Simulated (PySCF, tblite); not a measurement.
# C₃H₁₀NSi₂ radical: geometry, infrared bands and EPR parameters

Wanted: the infrared bands and EPR parameters of C₃H₁₀NSi₂ radical (`[CH2][Si@H]1CC[SiH2]N1`), by calculation.

Computed with tblite 0.8.0 and PySCF 2.14.0, with density-fitted response routines of our own, on a single molecule in the gas phase. Atoms count from 0, in the outputs and in this text.

## 1. Starting geometry

16 atoms, charge 0, multiplicity 2; geometry from: force field or distance geometry start.

Bonds of the start (Å): C0–Si1 1.87, Si1–C2 1.88, C2–C3 1.53, C3–Si4 1.88, Si4–N5 1.80, N5–Si1 1.80, C0–H6 1.11, C0–H7 1.12, Si1–H8 1.46, C2–H9 1.12, C2–H10 1.09, C3–H11 1.09, C3–H12 1.11, Si4–H13 1.47, Si4–H14 1.45, N5–H15 1.03.

## 2. Optimising the geometry with GFN2-xTB

What the job is given:

```
{"job": {"kind": "relax", "xc": "GFN2-xTB", "basis": "xTB"}, "charge": 0, "multiplicity": 2}
C      2.748500    -0.041000     0.134300
Si     0.949500     0.204800    -0.297400
C     -0.080000    -1.308400     0.135700
C     -1.458000    -0.802200    -0.301500
Si    -1.568200     0.869700     0.544300
N      0.131100     1.408300     0.761000
H      3.094200    -0.923700    -0.449300
H      3.297700     0.848800    -0.273200
H      0.747100     0.557900    -1.701100
H     -0.159000    -1.445700     1.243400
H      0.232300    -2.207300    -0.405100
H     -1.449800    -0.675800    -1.380800
H     -2.286200    -1.434900     0.092600
H     -2.201200     1.831600    -0.377300
H     -2.290800     0.743300     1.800200
H      0.285300     2.383500     0.462900
```

Started as:

```console
> OMP_NUM_THREADS=1 python probes_run.py task.json out
```

The driver reads the jobs from task.json and runs them one after another.

The log of the run:

```text
step      E/eV     max force
  0    -484.45927    2.369
  1    -484.70482    1.518
  2    -484.89966    1.082
  3    -484.98264    0.926
  4    -485.11120    0.860
  5    -485.16686    0.619
  6    -485.21562    0.570
  7    -485.25145    0.576
  8    -485.27994    0.350
  9    -485.29930    0.325
 10    -485.31860    0.341
 11    -485.33783    0.499
 12    -485.35550    0.467
 13    -485.36966    0.290
 14    -485.37940    0.280
 15    -485.38953    0.373
 16    -485.40369    0.509
 17    -485.42017    0.370
 18    -485.42892    0.218
 19    -485.43579    0.208
 20    -485.44315    0.346
 21    -485.45288    0.404
 22    -485.46333    0.301
 23    -485.47217    0.308
 24    -485.47838    0.220
 25    -485.48630    0.305
 26    -485.49589    0.252
 27    -485.50337    0.244
 28    -485.50985    0.241
 29    -485.51698    0.193
 30    -485.52288    0.214
 31    -485.52862    0.182
 32    -485.53456    0.231
 33    -485.54147    0.262
 34    -485.54900    0.268
 35    -485.55503    0.185
 36    -485.55873    0.147
 37    -485.56171    0.187
 38    -485.56557    0.171
 39    -485.57001    0.157
 40    -485.57444    0.147
 41    -485.57721    0.139
 42    -485.58028    0.129
 43    -485.58285    0.130
 44    -485.58473    0.103
 45    -485.58599    0.091
 46    -485.58738    0.099
 47    -485.58906    0.121
 48    -485.59102    0.118
 49    -485.59290    0.109
 50    -485.59491    0.131
 51    -485.59707    0.097
 52    -485.59900    0.090
 53    -485.60074    0.096
 54    -485.60256    0.098
 55    -485.60452    0.123
 56    -485.60617    0.113
 57    -485.60681    0.241
 58    -485.60822    0.087
 59    -485.60922    0.085
 60    -485.61044    0.090
 61    -485.61167    0.072
 62    -485.61242    0.074
 63    -485.61324    0.082
 64    -485.61429    0.084
 65    -485.61576    0.108
 66    -485.61706    0.097
 67    -485.61783    0.091
 68    -485.61842    0.067
 69    -485.61895    0.069
 70    -485.62008    0.087
 71    -485.62111    0.079
 72    -485.62224    0.066
 73    -485.62290    0.106
 74    -485.62338    0.077
 75    -485.62402    0.064
 76    -485.62548    0.066
 77    -485.62601    0.066
 78    -485.62683    0.076
 79    -485.62759    0.074
 80    -485.62848    0.060
 81    -485.62891    0.034
 82    -485.62912    0.035
 83    -485.62926    0.026
 84    -485.62950    0.033
 85    -485.62964    0.033
 86    -485.62977    0.038
 87    -485.62989    0.037
 88    -485.63004    0.030
 89    -485.63017    0.030
 90    -485.63026    0.024
 91    -485.63033    0.019
 92    -485.63042    0.027
 93    -485.63055    0.042
 94    -485.63073    0.045
 95    -485.63089    0.032
 96    -485.63100    0.025
 97    -485.63106    0.023
 98    -485.63114    0.025
 99    -485.63123    0.029
100    -485.63136    0.029
101    -485.63147    0.024
102    -485.63156    0.020
103    -485.63161    0.018
104    -485.63164    0.012
105    -485.63167    0.013
106    -485.63169    0.016
107    -485.63171    0.019
108    -485.63174    0.021
109    -485.63178    0.020
110    -485.63180    0.012
111    -485.63181    0.008
```

Wall time 0.65 s (1 thread of Arm Neoverse V2, shared host).

The steps of the relaxation: (not every step is listed)

| step | energy from step 0 (eV) | largest force (eV/Å) |
| --- | --- | --- |
| 0 | 0.0000 | 2.3690 |
| 1 | -0.2455 | 1.5178 |
| 2 | -0.4404 | 1.0822 |
| 3 | -0.5234 | 0.9257 |
| 4 | -0.6519 | 0.8602 |
| 5 | -0.7076 | 0.6189 |
| 6 | -0.7563 | 0.5700 |
| 7 | -0.7922 | 0.5762 |
| 8 | -0.8207 | 0.3502 |
| 17 | -0.9609 | 0.3698 |
| 26 | -1.0366 | 0.2519 |
| 35 | -1.0958 | 0.1847 |
| 44 | -1.1255 | 0.1026 |
| 53 | -1.1415 | 0.0956 |
| 62 | -1.1531 | 0.0737 |
| 71 | -1.1618 | 0.0793 |
| 80 | -1.1692 | 0.0599 |
| 89 | -1.1709 | 0.0299 |
| 98 | -1.1719 | 0.0251 |
| 106 | -1.1724 | 0.0164 |
| 107 | -1.1724 | 0.0193 |
| 108 | -1.1725 | 0.0213 |
| 109 | -1.1725 | 0.0200 |
| 110 | -1.1725 | 0.0116 |
| 111 | -1.1725 | 0.0084 |

Close pairs (by a distance rule), those that changed most:

| bond | before (Å) | after (Å) | change (Å) |
| --- | --- | --- | --- |
| Si4–N5 | 1.796 | 1.727 | -0.069 |
| Si1–N5 | 1.800 | 1.742 | -0.057 |
| C0–H7 | 1.122 | 1.075 | -0.047 |
| Si1–C2 | 1.881 | 1.922 | +0.041 |
| C0–H6 | 1.113 | 1.074 | -0.039 |
| C0–Si1 | 1.866 | 1.835 | -0.031 |
| C2–H9 | 1.119 | 1.090 | -0.029 |
| N5–H15 | 1.031 | 1.004 | -0.027 |

The end geometry stands in the next job.

## 3. Infrared spectrum with GFN2-xTB

What the job is given:

```
{"job": {"kind": "ir", "xc": "GFN2-xTB", "basis": "xTB"}, "charge": 0, "multiplicity": 2}
C      2.674493     0.089195     0.164136
Si     1.027470     0.130903    -0.644391
C     -0.138815    -1.313178    -0.145823
C     -1.571839    -0.788994    -0.109550
Si    -1.562719     0.990787     0.561236
N      0.015120     1.398751    -0.009658
H      3.526984    -0.373513    -0.297728
H      2.848431     0.470911     1.154394
H      1.132223     0.241267    -2.108040
H      0.143971    -1.666985     0.846051
H     -0.045083    -2.161637    -0.823638
H     -1.976679    -0.783888    -1.122676
H     -2.207943    -1.453198     0.477062
H     -2.585822     1.849621    -0.043137
H     -1.651617     1.041173     2.027384
H      0.364228     2.337728     0.062968
```

The log of the run:

```text
mode    cm-1     km/mol
  1      72.7      0.62
  2     128.1      0.63
  3     142.4      1.60
  4     164.9      1.59
  5     226.5     13.08
  6     336.6      4.68
  7     374.5     15.35
  8     396.8     45.26
  9     484.2     61.33
 10     490.8     28.74
 11     530.6     54.36
 12     596.5     58.17
 13     623.3     88.02
 14     634.6     45.80
 15     668.8     64.88
 16     694.0     39.59
 17     712.2     66.60
 18     775.9     29.49
 19     784.9    212.08
 20     802.9    246.88
 21     839.1    112.03
 22     868.0     68.51
 23     923.0    143.42
 24    1055.3      7.09
 25    1066.6     31.20
 26    1123.2     10.46
 27    1142.9    219.37
 28    1260.6     21.49
 29    1277.0      4.63
 30    1390.0      0.44
 31    1478.9      0.75
 32    1494.3      7.81
 33    2168.0    254.70
 34    2190.2    564.60
 35    2230.3    304.19
 36    2959.8     33.69
 37    2972.5     65.26
 38    2981.8     65.86
 39    2990.0     39.86
 40    3100.2      8.47
 41    3145.4     34.84
 42    3509.0      1.34
```

Run time: 0.47 s. Hardware: 1 thread of Arm Neoverse V2, shared host.

The strongest bands and the atoms that carry them (share of the mass-weighted mode):

| cm⁻¹ | km/mol | atoms |
| --- | --- | --- |
| 785 | 212.1 | N5 19 %, Si1 15 %, C0 13 %, Si4 10 % |
| 803 | 246.9 | H14 41 %, H13 37 % |
| 839 | 112.0 | H11 13 %, H9 13 %, H12 12 %, C3 12 % |
| 923 | 143.4 | N5 45 %, H15 28 %, Si4 13 % |
| 1143 | 219.4 | H15 60 %, N5 27 % |
| 2168 | 254.7 | H8 95 % |
| 2190 | 564.6 | H14 83 %, H13 12 % |
| 2230 | 304.2 | H13 85 %, H14 13 % |

## 4. g tensor and hyperfine couplings: B3LYP/pcH-1

Same as in step 3 but for these lines:

```diff
@@ -1,2 +1,2 @@
-{"job": {"kind": "ir", "xc": "GFN2-xTB", "basis": "xTB"}, "charge": 0, "multiplicity": 2}
+{"job": {"kind": "epr", "basis": "pcH-1"}, "charge": 0, "multiplicity": 2}
 C      2.674493     0.089195     0.164136
```

Method: UKS B3LYP, pcH-1 on C H N Si, non-relativistic, mean-field spin-orbit, GIAO.

The log of the run:

```text
UKS, coarse grid
  cycle   1  E = -754.02248698  |g| = 4.81e-01
  cycle   2  E = -753.89894804  |g| = 6.97e-01
  cycle   3  E = -754.11985632  |g| = 8.26e-02
  cycle   4  E = -754.12249585  |g| = 3.37e-02
  cycle   5  E = -754.12303801  |g| = 7.82e-03
  cycle   6  E = -754.12306513  |g| = 3.28e-03
  cycle   7  E = -754.12307129  |g| = 1.07e-03
  cycle   8  E = -754.12307221  |g| = 3.27e-04
UKS, final grid
  cycle   1  E = -754.12303530  |g| = 3.59e-04
  cycle   2  E = -754.12303526  |g| = 4.50e-04
  cycle   3  E = -754.12303537  |g| = 5.14e-05
  cycle   4  E = -754.12303537  |g| = 1.65e-05
E = -754.12303537 Eh   <S^2> = 0.7533 (exact 0.7500)
g shifts (ppm)      1          2          3
  rmc          -127       -127       -127
  gc              5         26         33
  oz_so          78        536        793
  total         -44        435        698
hyperfine (MHz)  atom isotope    a_iso     a_fc   dipolar eigenvalues
    0   13C      77.12      77.23    -75.09    -74.77    149.87
    1  29Si      48.87      48.95     -2.76      0.58      2.18
    2   13C      39.10      39.11     -5.33     -4.82     10.14
    3   13C       4.37       4.37     -1.09     -0.95      2.05
    4  29Si       1.77       1.77     -0.88      0.19      0.70
    5   14N       1.98       1.98     -0.67     -0.42      1.09
    6    1H     -56.84     -56.85    -36.65     -0.62     37.28
    7    1H     -57.20     -57.21    -36.54     -0.60     37.14
    8    1H      23.02      23.02     -3.26     -2.41      5.67
    9    1H      -2.38      -2.38     -4.52     -0.51      5.03
   10    1H      -1.01      -1.01     -3.09     -1.09      4.18
   11    1H       0.01       0.01     -1.15     -0.60      1.75
   12    1H       8.16       8.16     -1.08     -0.41      1.49
   13    1H       0.19       0.19     -0.55     -0.41      0.97
   14    1H      -0.27      -0.27     -0.72     -0.62      1.34
   15    1H      -0.76      -0.76     -2.70     -1.72      4.42
```

Run time: 68 s. Hardware: 1 thread of Arm Neoverse V2, shared host; peak memory 0.96 GiB.

Principal g values 2.00227, 2.00275, 2.00302; g(iso) = 2.00268, against 2.00232 for a free electron.

Hyperfine couplings; where a row names several nuclei, a(iso) is their mean (it holds for fast rotation or exchange) and the dipolar term the largest among them:

| nuclei | isotope | a(iso) (MHz) | a(iso) (G, at g = 2.0023) | largest dipolar term (MHz) |
| --- | --- | --- | --- | --- |
| C0 | 13C | 77.1 | 27.5 | 149.9 |
| H6, H7 | 1H | -57.0 | -20.3 | 37.3 |
| Si1 | 29Si | 48.9 | 17.4 | -2.8 |
| C2 | 13C | 39.1 | 14.0 | 10.1 |
| H8 | 1H | 23.0 | 8.2 | 5.7 |
| H12 | 1H | 8.2 | 2.9 | 1.5 |
| C3 | 13C | 4.4 | 1.6 | 2.0 |
| H9 | 1H | -2.4 | -0.8 | 5.0 |
| N5 | 14N | 2.0 | 0.7 | 1.1 |
| Si4 | 29Si | 1.8 | 0.6 | -0.9 |
| H10 | 1H | -1.0 | -0.4 | 4.2 |
| H15 | 1H | -0.8 | -0.3 | 4.4 |
| H14 | 1H | -0.3 | -0.1 | 1.3 |
| H13 | 1H | 0.2 | 0.1 | 1.0 |

Mulliken spin populations:

C0 1.04; Si1 -0.02; C2 0.05; C3 0.00; Si4 0.00; N5 0.00; H6 -0.04; H7 -0.04; H8 0.01; H9 0.00; H10 0.00; H11 0.00; H12 0.00; H13 0.00; H14 0.00; H15 0.00

In first order the couplings over 0.8 MHz of 1H, 14N give 144 distinct lines over 54.4 G, if the averaged nuclei exchange fast.

The fields below are evaluated on a grid from the run's orbitals.

ELF in a plane through or near 6 of the atoms.

Values, 10 rows by 14 columns:
```
0.00 0.00 0.00 0.00 0.00 0.00 0.00 0.00 0.00 0.00 0.00 0.00 0.00 0.00
0.00 0.00 0.00 0.00 0.00 0.00 0.04 0.08 0.00 0.00 0.00 0.00 0.00 0.00
0.00 0.00 0.00 0.00 0.00 0.02 0.94 0.97 0.06 0.03 0.02 0.00 0.00 0.00
0.00 0.00 0.03 0.08 0.03 0.03 0.66 0.78 0.39 0.69 0.43 0.02 0.00 0.00
0.00 0.01 0.97 0.97 0.52 0.42 0.93 0.62 0.43 0.50 0.22 0.01 0.00 0.00
0.00 0.01 0.88 0.94 0.19 0.74 0.15 0.10 0.60 0.75 0.15 0.01 0.00 0.00
0.00 0.00 0.13 0.52 0.67 0.19 0.79 0.70 0.14 0.20 0.87 0.37 0.00 0.00
0.00 0.00 0.01 0.13 0.13 0.01 0.79 0.62 0.21 0.64 0.86 0.41 0.00 0.00
0.00 0.00 0.00 0.00 0.00 0.00 0.40 0.13 0.00 0.05 0.07 0.01 0.00 0.00
0.00 0.00 0.00 0.00 0.00 0.00 0.00 0.00 0.00 0.00 0.00 0.00 0.00 0.00
```
The map spans 12.3 Å across and 9.8 Å up, centred on the molecule. Atoms in the plane (x, y in Å): C0 (-2.7, -0.2), C2 (0.1, 1.3), C3 (1.5, 0.9), Si4 (1.6, -1.0), H6 (-3.5, 0.3), H10 (-0.1, 2.3).

log10 of the density (e/Å³) in the same plane.

Ten even steps from '0' (-4.0) to '9' (2.1):
```
0000000000000000000000000000
0000000000000110000000000000
0000000000012222100000000000
0000000000133443221110000000
0000000001234554333221000000
0000011122345665444432100000
0000122233346666555543200000
0002344444456786676543210000
0012455555556666796543210000
0013567666666555666543210000
0013456776665555666543210000
0012345666556666696544320000
0002344555556776696654321000
0001233443456666555554321000
0000122333345655445543320000
0000001111234444333332210000
0000000000123332222222100000
0000000000001111111110000000
0000000000000000000000000000
0000000000000000000000000000
```
The map spans 12.3 Å across and 9.8 Å up, centred on the molecule. Atoms in the plane (x, y in Å): C0 (-2.7, -0.2), C2 (0.1, 1.3), C3 (1.5, 0.9), Si4 (1.6, -1.0), H6 (-3.5, 0.3), H10 (-0.1, 2.3).

On the surface of density 0.002 e/bohr³ the electrostatic potential runs, from the 1st to the 99th percentile, from -0.58 V near N5 to 1.42 V near H15.

The spin density lies nearest to C0 68 %; H6, H7 about 10 % each.

## 5. Summary of results

| quantity | value |
| --- | --- |
| strongest single infrared mode (GFN2-xTB) | 2190 cm⁻¹, 565 km/mol |
| zero-point energy (GFN2-xTB) | 74.1 kcal/mol |
| g(iso) (B3LYP) | 2.00268 |
| ⟨S²⟩ | 0.753 (exact 0.75) |
| largest a(iso) (averaged by class) | 13C on C0, 77.1 MHz |
| surface potential, 1st and 99th percentile | -0.58 V and 1.42 V |

In words: Over 111 steps the energy fell by 1.173 eV; of the close pairs, Si4–N5 changed most, 1.796 to 1.727 Å. No mode is imaginary among the 42: a minimum at this level. The strongest single mode, at 2190 cm⁻¹, moves mainly H14. Unscaled tight-binding wavenumbers are off by several per cent, some by more. Its intensities can rank the bands wrongly. Most of the unpaired spin sits on C0 (1.04 e). The isotropic g lies 0.4 ppt above the free-electron value.
